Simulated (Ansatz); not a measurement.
The system is LuMnIn.

```
CELL_PARAMETERS angstrom
4.73656 0.00000 0.00000
-2.36828 4.10198 0.00000
0.00000 0.00000 3.40074
ATOMIC_POSITIONS crystal
Lu 0.00000 0.00000 0.00000
In 0.66667 0.33333 0.50000
Mn 0.33333 0.66667 0.50000
```

The cell comes from a database or a generator and needn't be the stable form of this composition.

Base run:

```yaml
Program: Ansatz 0.2.0
Functional: PBE
Potentials_or_basis: Ansatz PAW
Cutoff: "420 eV (not typed: the program's choice for these potentials)"
k_mesh: 7 × 7 × 8
Occupations: fermi-dirac, width 0.05 eV
Spin: no spin polarisation
```

Its results: band gap on the k mesh none (metal or under the smearing width); pressure -6.4 GPa.

Q: The run is repeated on the same cell with these changes: spin from no spin polarisation to collinear spin, random start. What comes out?

A: Band gap on the k mesh none (metal or under the smearing width); pressure -0.1 GPa; net moment 3.51 μB per cell; site moments Lu -0.14; In -0.02; Mn +3.64 μB.

Caveats: spin-orbit coupling is left out, which moves the levels of the heavy elements (some runs).
